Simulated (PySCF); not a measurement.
**H2O6Si3: relaxation and vibrations and intensities, part 1 of 2**

Aim: for H2O6Si3, 2 runs in a chain (relaxation and vibrations and intensities).

Computed with PySCF 2.14.0 (relaxation, pbe, def2-tzvp, and further levels as typed in the inputs, unless a step's input says otherwise).

### Step 1. The starting structure

Bond lengths: H1–O2 0.970 Å, O2–Si3 1.680 Å, Si3–O4 1.720 Å, O4–Si5 1.720 Å, Si5–O6 1.720 Å, O6–Si7 1.720 Å, Si7–O8 1.680 Å, O8–H9 0.970 Å, Si3–O10 1.720 Å, Si7–O10 1.720 Å, Si3–O11 1.748 Å, Si5–O11 1.748 Å, Si7–O11 1.748 Å. Angles (14 of 23 angles, heavy atoms first): O2–Si3–O4 105.8°, O2–Si3–O10 139.3°, O2–Si3–O11 119.2°, O4–Si3–O10 102.5°, O4–Si3–O11 89.5°, O10–Si3–O11 89.5°, Si3–O4–Si5 91.1°, O4–Si5–O6 102.5°, O4–Si5–O11 89.5°, O6–Si5–O11 89.5°, Si5–O6–Si7 91.1°, O6–Si7–O8 112.0°, O6–Si7–O10 102.5°, O6–Si7–O11 89.5°.

Structure file:

```xyz
11

H    -0.4626    3.0456   -1.7619
O    -0.1530    2.2549   -1.2930
Si    0.6837    1.3364   -0.1622
O    -0.4990    0.3605    0.6166
Si    0.4085   -1.0617    0.2826
O     1.5628   -1.0744    1.5574
Si    2.5704    0.0235    0.6987
O     3.9990   -0.6998    0.1905
H     4.0662   -0.4346   -0.7401
O     1.8636    1.5464    1.0713
O     1.5114   -0.1118   -0.6857
```

### Step 2. Relaxation: H2O6Si3, charge +1

The input, run.py:

```python
from pyscf import gto, dft
from pyscf.geomopt.geometric_solver import optimize
mol = gto.M(atom="mol.xyz", basis="def2-tzvp", charge=1, spin=1, verbose=4)
mf = dft.UKS(mol, xc="pbe").density_fit().run(conv_tol=1e-9)
for i in range(6):  # look for a lower solution of the same spin
    mo, _, ok, _ = mf.stability(return_status=True)
    if ok: break
    mf.kernel(mf.make_rdm1(mo, mf.mo_occ))
print(f"converged SCF energy = {mf.e_tot:.10f}, stable: {ok}")
mf = mf.newton()  # steadier than the usual iterations for open shells
m = optimize(mf, maxsteps=60)
print("optimised structure (A):")
for k in range(m.natm): print(m.atom_symbol(k), *(f"{x:.8f}" for x in m.atom_coords(unit="A")[k]))
```

Launch:

```
$ python run.py
```

Log:

```text
 2 O     -0.268031602461   2.231500327659  -1.202849290039 AA   -0.506506321380   4.216924466152  -2.273055727302 Bohr
   3 Si     0.419732653899   1.195664906936  -0.220974063719 AA    0.793179761406   2.259479210863  -0.417580461061 Bohr
   4 O     -0.621617882398   0.359915367814   0.781011813882 AA   -1.174687551864   0.680141473191   1.475898428287 Bohr
   5 Si     0.160295107393  -1.120114528771   0.647440175676 AA    0.302913852080  -2.116709687524   1.223484614067 Bohr
   6 O      1.645526186952  -1.148537603052   1.426625375186 AA    3.109593824140  -2.170421513533   2.695931241456 Bohr
   7 Si     2.420238750932  -0.140691692051   0.345349615990 AA    4.573588395320  -0.265868765978   0.652616191445 Bohr
   8 O      3.942834463178  -0.511710692992   0.089430548936 AA    7.450877289902  -0.966993064766   0.168999244658 Bohr
   9 H      4.586639492507   0.087468695125  -0.327264855333 AA    8.667492472952   0.165291878260  -0.618440946775 Bohr
  10 O      1.927288967039   1.456213010979   0.445024478216 AA    3.642048310599   2.751843769779   0.840974382556 Bohr
  11 O      1.049488934889  -0.405412573903  -0.811359109588 AA    1.983246657701  -0.766118732132  -1.533246505792 Bohr

******** <class 'pyscf.scf.hf.SecondOrderDFUKS_Scanner'> ********
method = SecondOrderDFUKS_Scanner
initial guess = minao
damping factor = 0
level_shift factor = 0
DIIS = <class 'pyscf.scf.diis.CDIIS'>
diis_start_cycle = 1
diis_space = 8
diis_damp = 0
SCF conv_tol = 1e-09
SCF conv_tol_grad = None
SCF max_cycles = 50
direct_scf = False
number electrons alpha = 46  beta = 45
XC library pyscf.dft.libxc version 7.0.0
    S. Lehtola, C. Steigemann, M. J.T. Oliveira, and M. A.L. Marques.,  SoftwareX 7, 1–5 (2018)
XC functionals = pbe
    J. P. Perdew, K. Burke, and M. Ernzerhof.,  Phys. Rev. Lett. 77, 3865 (1996)
    J. P. Perdew, K. Burke, and M. Ernzerhof.,  Phys. Rev. Lett. 78, 1396 (1997)
    J. P. Perdew, K. Burke, and M. Ernzerhof.,  Phys. Rev. Lett. 77, 3865 (1996)
    J. P. Perdew, K. Burke, and M. Ernzerhof.,  Phys. Rev. Lett. 78, 1396 (1997)
radial grids:
    Treutler-Ahlrichs [JCP 102, 346 (1995); DOI:10.1063/1.469408] (M4) radial grids

becke partition: Becke, JCP 88, 2547 (1988); DOI:10.1063/1.454033
pruning grids: <function nwchem_prune at 0xf38890de40e0>
grids dens level: 3
symmetrized grids: False
atomic radii adjust function: <function treutler_atomic_radii_adjust at 0xf38890de47c0>
small_rho_cutoff = 0
******** <class 'pyscf.df.df_jk.DFUKS'> Newton solver flags ********
SCF tol = 1e-09
conv_tol_grad = None
max. SCF cycles = 50
direct_scf = False
max_cycle_inner = 12
max_stepsize = 0.05
ah_start_tol = 1e+09
ah_level_shift = 0
ah_conv_tol = 1e-12
ah_lindep = 1e-14
ah_start_cycle = 1
ah_max_cycle = 40
ah_grad_trust_region = 2.5
kf_interval = 4
kf_trust_region = 5
canonicalization = True
Set conv_tol_grad to 3.16228e-05
tot grids = 161648
[... the frontier-level lines of each cycle are left out ...]
Initial guess E= -1320.47730524385  |g|= 0.00626953
macro= 0  E= -1320.47731981772  delta_E= -1.45739e-05  |g|= 1.71833e-05  3 KF 10 JK
macro= 1  E= -1320.47731981772  delta_E= 1.36424e-12  |g|= 5.89094e-06  1 KF 2 JK
Canonicalize SCF orbitals
macro X = 2  E=-1320.47731981772  |g|= 5.89094e-06  total 5 KF 15 JK
converged SCF energy = -1320.47731981772  <S^2> = 0.75156601  2S+1 = 2.0015654

******** <class 'pyscf.grad.rhf.Gradients_Scanner'> for <class 'pyscf.scf.hf.SecondOrderDFUKS_Scanner'> ********
unit = Eh/Bohr
grid_response = False
--------------- SecondOrderDFUKS_Scanner gradients ---------------
         x                y                z
0 H    -0.0008413799     0.0002699963     0.0003956056
1 O     0.0011660672    -0.0010451110    -0.0006886947
2 Si    -0.0002696632     0.0021514070     0.0015941159
3 O     0.0005536436    -0.0004305325     0.0000598095
4 Si    -0.0002839950    -0.0007757677     0.0015974983
5 O    -0.0006098349     0.0005296062    -0.0002269887
6 Si    -0.0003676025    -0.0013321344    -0.0017279302
7 O     0.0008210353     0.0000117128     0.0017112189
8 H    -0.0001268476     0.0002720261    -0.0002178025
9 O    -0.0000339475    -0.0001496106    -0.0006199593
10 O     0.0000002771     0.0004912869    -0.0018413134
----------------------------------------------
cycle 12: E = -1320.47731982  dE = -0.000107467  norm(grad) = 0.00531179

Geometry optimization cycle 13
Cartesian coordinates (Angstrom)
 Atom        New coordinates             dX        dY        dZ
   H   0.124077   3.057521  -1.535820    0.009416 -0.010285 -0.019131
   O  -0.268753   2.238317  -1.191723   -0.000722  0.006816  0.011127
  Si   0.419154   1.195584  -0.216079   -0.000578 -0.000081  0.004895
   O  -0.626383   0.359667   0.780247   -0.004765 -0.000248 -0.000765
  Si   0.157401  -1.122613   0.644528   -0.002894 -0.002498 -0.002912
   O   1.644207  -1.154917   1.423844   -0.001319 -0.006380 -0.002782
  Si   2.417152  -0.141620   0.345769   -0.003087 -0.000928  0.000419
   O   3.937037  -0.510798   0.074150   -0.005798  0.000912 -0.015281
   H   4.587976   0.094329  -0.320602    0.001337  0.006860  0.006663
   O   1.926135   1.456189   0.450309   -0.001154 -0.000024  0.005284
   O   1.048267  -0.405353  -0.811813   -0.001222  0.000060 -0.000453
New geometry
   1 H      0.124077203174   3.057521280682  -1.535819971244 AA    0.234471932300   5.777877840518  -2.902279122288 Bohr
   2 O     -0.268753334143   2.238316754298  -1.191722740171 AA   -0.507870196594   4.229805645649  -2.252029595339 Bohr
   3 Si     0.419154156471   1.195584009277  -0.216078996472 AA    0.792086559703   2.259326336443  -0.408330124603 Bohr
   4 O     -0.626383358192   0.359667116393   0.780247043428 AA   -1.183692995968   0.679672345994   1.474453221580 Bohr
   5 Si     0.157400791049  -1.122612708429   0.644527950011 AA    0.297444386872  -2.121430562888   1.217981305148 Bohr
   6 O      1.644207089121  -1.154917395476   1.423843770488 AA    3.107101090508  -2.182477573945   2.690674770391 Bohr
   7 Si     2.417151535956  -0.141619885212   0.345768633660 AA    4.567754404529  -0.267622796843   0.653408020082 Bohr
   8 O      3.937036856586  -0.510798434916   0.074149959653 AA    7.439921401266  -0.965269146849   0.140123115893 Bohr
   9 H      4.587976397727   0.094328694532  -0.320602214429 AA    8.670018857673   0.178255398354  -0.605850380199 Bohr
  10 O      1.926135087441   1.456188719273   0.450308910774 AA    3.639867794179   2.751797865107   0.850960512814 Bohr
  11 O      1.048267031438  -0.405353034454  -0.811812546586 AA    1.980937594829  -0.766006218879  -1.534103377533 Bohr

******** <class 'pyscf.scf.hf.SecondOrderDFUKS_Scanner'> ********
method = SecondOrderDFUKS_Scanner
initial guess = minao
damping factor = 0
level_shift factor = 0
DIIS = <class 'pyscf.scf.diis.CDIIS'>
diis_start_cycle = 1
diis_space = 8
diis_damp = 0
SCF conv_tol = 1e-09
SCF conv_tol_grad = None
SCF max_cycles = 50
direct_scf = False
number electrons alpha = 46  beta = 45
XC library pyscf.dft.libxc version 7.0.0
    S. Lehtola, C. Steigemann, M. J.T. Oliveira, and M. A.L. Marques.,  SoftwareX 7, 1–5 (2018)
XC functionals = pbe
    J. P. Perdew, K. Burke, and M. Ernzerhof.,  Phys. Rev. Lett. 77, 3865 (1996)
    J. P. Perdew, K. Burke, and M. Ernzerhof.,  Phys. Rev. Lett. 78, 1396 (1997)
    J. P. Perdew, K. Burke, and M. Ernzerhof.,  Phys. Rev. Lett. 77, 3865 (1996)
    J. P. Perdew, K. Burke, and M. Ernzerhof.,  Phys. Rev. Lett. 78, 1396 (1997)
radial grids:
    Treutler-Ahlrichs [JCP 102, 346 (1995); DOI:10.1063/1.469408] (M4) radial grids

becke partition: Becke, JCP 88, 2547 (1988); DOI:10.1063/1.454033
pruning grids: <function nwchem_prune at 0xf38890de40e0>
grids dens level: 3
symmetrized grids: False
atomic radii adjust function: <function treutler_atomic_radii_adjust at 0xf38890de47c0>
small_rho_cutoff = 0
******** <class 'pyscf.df.df_jk.DFUKS'> Newton solver flags ********
SCF tol = 1e-09
conv_tol_grad = None
max. SCF cycles = 50
direct_scf = False
max_cycle_inner = 12
max_stepsize = 0.05
ah_start_tol = 1e+09
ah_level_shift = 0
ah_conv_tol = 1e-12
ah_lindep = 1e-14
ah_start_cycle = 1
[... 764 lines left out ...]
   3 Si     0.400675924544   1.195213668689  -0.240014885429 AA    0.757167762095   2.258626494158  -0.453562399280 Bohr
   4 O     -0.649523241889   0.348771694443   0.741717298900 AA   -1.227421038710   0.659082982498   1.401642556773 Bohr
   5 Si     0.151422567445  -1.123206057828   0.604747995074 AA    0.286147181550  -2.122551830748   1.142808085070 Bohr
   6 O      1.629273500851  -1.149719547953   1.405443010299 AA    3.078880698619  -2.172655065689   2.655902373150 Bohr
   7 Si     2.408060300685  -0.124732760080   0.344467757254 AA    4.550574459732  -0.235710755312   0.650949719953 Bohr
   8 O      3.917886030344  -0.502707610201   0.036126310885 AA    7.403731584609  -0.949979704014   0.068268833464 Bohr
   9 H      4.582203840220   0.113285017770  -0.317889662419 AA    8.659110304947   0.214077657602  -0.600724399802 Bohr
  10 O      1.899006084392   1.463859851316   0.451523775074 AA    3.588601408384   2.766294203734   0.853256273619 Bohr
  11 O      1.047707352681  -0.394656206279  -0.829661257545 AA    1.979879955261  -0.745792143227  -1.567832552922 Bohr

******** <class 'pyscf.scf.hf.SecondOrderDFUKS_Scanner'> ********
method = SecondOrderDFUKS_Scanner
initial guess = minao
damping factor = 0
level_shift factor = 0
DIIS = <class 'pyscf.scf.diis.CDIIS'>
diis_start_cycle = 1
diis_space = 8
diis_damp = 0
SCF conv_tol = 1e-09
SCF conv_tol_grad = None
SCF max_cycles = 50
direct_scf = False
number electrons alpha = 46  beta = 45
XC library pyscf.dft.libxc version 7.0.0
    S. Lehtola, C. Steigemann, M. J.T. Oliveira, and M. A.L. Marques.,  SoftwareX 7, 1–5 (2018)
XC functionals = pbe
    J. P. Perdew, K. Burke, and M. Ernzerhof.,  Phys. Rev. Lett. 77, 3865 (1996)
    J. P. Perdew, K. Burke, and M. Ernzerhof.,  Phys. Rev. Lett. 78, 1396 (1997)
    J. P. Perdew, K. Burke, and M. Ernzerhof.,  Phys. Rev. Lett. 77, 3865 (1996)
    J. P. Perdew, K. Burke, and M. Ernzerhof.,  Phys. Rev. Lett. 78, 1396 (1997)
radial grids:
    Treutler-Ahlrichs [JCP 102, 346 (1995); DOI:10.1063/1.469408] (M4) radial grids

becke partition: Becke, JCP 88, 2547 (1988); DOI:10.1063/1.454033
pruning grids: <function nwchem_prune at 0xf38890de40e0>
grids dens level: 3
symmetrized grids: False
atomic radii adjust function: <function treutler_atomic_radii_adjust at 0xf38890de47c0>
small_rho_cutoff = 0
******** <class 'pyscf.df.df_jk.DFUKS'> Newton solver flags ********
SCF tol = 1e-09
conv_tol_grad = None
max. SCF cycles = 50
direct_scf = False
max_cycle_inner = 12
max_stepsize = 0.05
ah_start_tol = 1e+09
ah_level_shift = 0
ah_conv_tol = 1e-12
ah_lindep = 1e-14
ah_start_cycle = 1
ah_max_cycle = 40
ah_grad_trust_region = 2.5
kf_interval = 4
kf_trust_region = 5
canonicalization = True
Set conv_tol_grad to 3.16228e-05
tot grids = 161648
Initial guess E= -1320.47765416934  |g|= 0.000561483
macro= 0  E= -1320.47765429707  delta_E= -1.27727e-07  |g|= 3.78655e-05  2 KF 7 JK
macro= 1  E= -1320.47765429707  delta_E= -2.27374e-12  |g|= 7.24787e-06  1 KF 2 JK
Canonicalize SCF orbitals
macro X = 2  E=-1320.47765429707  |g|= 7.24787e-06  total 4 KF 12 JK
converged SCF energy = -1320.47765429707  <S^2> = 0.75156031  2S+1 = 2.0015597

******** <class 'pyscf.grad.rhf.Gradients_Scanner'> for <class 'pyscf.scf.hf.SecondOrderDFUKS_Scanner'> ********
unit = Eh/Bohr
grid_response = False
--------------- SecondOrderDFUKS_Scanner gradients ---------------
         x                y                z
0 H     0.0000188733     0.0000131277     0.0000318746
1 O    -0.0000787474     0.0000798316    -0.0001336052
2 Si     0.0000601986    -0.0001942387     0.0003024743
3 O    -0.0001013395     0.0001311208     0.0000028922
4 Si     0.0000579189    -0.0001017724     0.0000443888
5 O    -0.0000054614     0.0000814972     0.0000331959
6 Si     0.0002586337     0.0000877579     0.0002765902
7 O     0.0000680510    -0.0001237312    -0.0000856258
8 H    -0.0000252849     0.0000136576     0.0000373054
9 O     0.0000074365     0.0000536725    -0.0000242556
10 O    -0.0002216969    -0.0000586575    -0.0003889920
----------------------------------------------
cycle 21: E = -1320.4776543  dE = -1.21668e-06  norm(grad) = 0.000777016

Geometry optimization cycle 22
Cartesian coordinates (Angstrom)
 Atom        New coordinates             dX        dY        dZ
   H   0.172147   3.018413  -1.606635   -0.002332  0.000788 -0.006736
   O  -0.287696   2.267255  -1.193939   -0.001542  0.000875 -0.005828
  Si   0.399006   1.194956  -0.247260   -0.001670 -0.000258 -0.007245
   O  -0.652129   0.348346   0.733479   -0.002606 -0.000426 -0.008239
  Si   0.149563  -1.123414   0.597840   -0.001859 -0.000208 -0.006908
   O   1.626357  -1.149050   1.400833   -0.002916  0.000669 -0.004610
  Si   2.406040  -0.122965   0.341437   -0.002020  0.001768 -0.003030
   O   3.916712  -0.499594   0.035882   -0.001174  0.003113 -0.000245
   H   4.581169   0.116227  -0.318077   -0.001035  0.002942 -0.000187
   O   1.896056   1.465317   0.446404   -0.002950  0.001457 -0.005120
   O   1.048002  -0.394354  -0.834736    0.000295  0.000302 -0.005075
New geometry
   1 H      0.172146955082   3.018412769769  -1.606634509290 AA    0.325310598282   5.703973465754  -3.036099204832 Bohr
   2 O     -0.287695850993   2.267255264370  -1.193939426284 AA   -0.543666365551   4.284491504137  -2.256218524997 Bohr
   3 Si     0.399006372188   1.194955690786  -0.247260030621 AA    0.754012765392   2.258138986577  -0.467253739426 Bohr
   4 O     -0.652129444445   0.348345748873   0.733478566216 AA   -1.232346047767   0.658278062026   1.386073608387 Bohr
   5 Si     0.149563197994  -1.123414323192   0.597839596652 AA    0.282633482523  -2.122945395246   1.129753104092 Bohr
   6 O      1.626357112588  -1.149050133010   1.400832932220 AA    3.073369523530  -2.171390054784   2.647190588166 Bohr
   7 Si     2.406040160351  -0.122964535655   0.341437324650 AA    4.546756947768  -0.232369295423   0.645223032293 Bohr
   8 O      3.916711632448  -0.499594150282   0.035881551308 AA    7.401512294224  -0.944096117468   0.067806304898 Bohr
   9 H      4.581168871474   0.116227317615  -0.318076524054 AA    8.657154497468   0.219637798486  -0.601077517116 Bohr
  10 O      1.896055875490   1.465316981567   0.446403947001 AA    3.583026321548   2.769047780836   0.843581200757 Bohr
  11 O      1.048001885479  -0.394353987211  -0.834736476688 AA    1.980436541583  -0.745221031960  -1.577423327125 Bohr

******** <class 'pyscf.scf.hf.SecondOrderDFUKS_Scanner'> ********
method = SecondOrderDFUKS_Scanner
initial guess = minao
damping factor = 0
level_shift factor = 0
DIIS = <class 'pyscf.scf.diis.CDIIS'>
diis_start_cycle = 1
diis_space = 8
diis_damp = 0
SCF conv_tol = 1e-09
SCF conv_tol_grad = None
SCF max_cycles = 50
direct_scf = False
number electrons alpha = 46  beta = 45
XC library pyscf.dft.libxc version 7.0.0
    S. Lehtola, C. Steigemann, M. J.T. Oliveira, and M. A.L. Marques.,  SoftwareX 7, 1–5 (2018)
XC functionals = pbe
    J. P. Perdew, K. Burke, and M. Ernzerhof.,  Phys. Rev. Lett. 77, 3865 (1996)
    J. P. Perdew, K. Burke, and M. Ernzerhof.,  Phys. Rev. Lett. 78, 1396 (1997)
    J. P. Perdew, K. Burke, and M. Ernzerhof.,  Phys. Rev. Lett. 77, 3865 (1996)
    J. P. Perdew, K. Burke, and M. Ernzerhof.,  Phys. Rev. Lett. 78, 1396 (1997)
radial grids:
    Treutler-Ahlrichs [JCP 102, 346 (1995); DOI:10.1063/1.469408] (M4) radial grids

becke partition: Becke, JCP 88, 2547 (1988); DOI:10.1063/1.454033
pruning grids: <function nwchem_prune at 0xf38890de40e0>
grids dens level: 3
symmetrized grids: False
atomic radii adjust function: <function treutler_atomic_radii_adjust at 0xf38890de47c0>
small_rho_cutoff = 0
******** <class 'pyscf.df.df_jk.DFUKS'> Newton solver flags ********
SCF tol = 1e-09
conv_tol_grad = None
max. SCF cycles = 50
direct_scf = False
max_cycle_inner = 12
max_stepsize = 0.05
ah_start_tol = 1e+09
ah_level_shift = 0
ah_conv_tol = 1e-12
ah_lindep = 1e-14
ah_start_cycle = 1
ah_max_cycle = 40
ah_grad_trust_region = 2.5
kf_interval = 4
kf_trust_region = 5
canonicalization = True
Set conv_tol_grad to 3.16228e-05
tot grids = 161648
Initial guess E= -1320.4776546583  |g|= 0.000464814
macro= 0  E= -1320.47765474981  delta_E= -9.15147e-08  |g|= 3.84989e-05  2 KF 7 JK
macro= 1  E= -1320.47765474981  delta_E= -1.81899e-12  |g|= 7.8968e-06  1 KF 2 JK
Canonicalize SCF orbitals
macro X = 2  E=-1320.47765474981  |g|= 7.8968e-06  total 4 KF 12 JK
converged SCF energy = -1320.47765474981  <S^2> = 0.75156062  2S+1 = 2.00156

******** <class 'pyscf.grad.rhf.Gradients_Scanner'> for <class 'pyscf.scf.hf.SecondOrderDFUKS_Scanner'> ********
unit = Eh/Bohr
grid_response = False
--------------- SecondOrderDFUKS_Scanner gradients ---------------
         x                y                z
0 H    -0.0000272526     0.0000110293     0.0000243981
1 O    -0.0000009343     0.0001408484    -0.0000290004
2 Si     0.0001273812    -0.0003727761     0.0001224783
3 O    -0.0001131623     0.0002014704     0.0000432923
4 Si    -0.0000082623    -0.0001593368    -0.0000494541
5 O     0.0000270426     0.0000178883     0.0000403561
6 Si     0.0001440665     0.0001681676     0.0002309659
7 O     0.0000546352    -0.0000574184    -0.0000874515
8 H    -0.0000231175    -0.0000135035     0.0000349529
9 O     0.0000270966     0.0000930582    -0.0000767664
10 O    -0.0001676458    -0.0000472026    -0.0001549917
----------------------------------------------
cycle 22: E = -1320.47765475  dE = -4.52739e-07  norm(grad) = 0.000682695
optimised structure (A):
H 0.17214696 3.01841277 -1.60663451
O -0.28769585 2.26725526 -1.19393943
Si 0.39900637 1.19495569 -0.24726003
O -0.65212944 0.34834575 0.73347857
Si 0.14956320 -1.12341432 0.59783960
O 1.62635711 -1.14905013 1.40083293
Si 2.40604016 -0.12296454 0.34143732
O 3.91671163 -0.49959415 0.03588155
H 4.58116887 0.11622732 -0.31807652
O 1.89605588 1.46531698 0.44640395
O 1.04800189 -0.39435399 -0.83473648
```

It took 28 min on 8 threads of Arm Neoverse N1, shared host.

(Continued in part 2 of 2.)
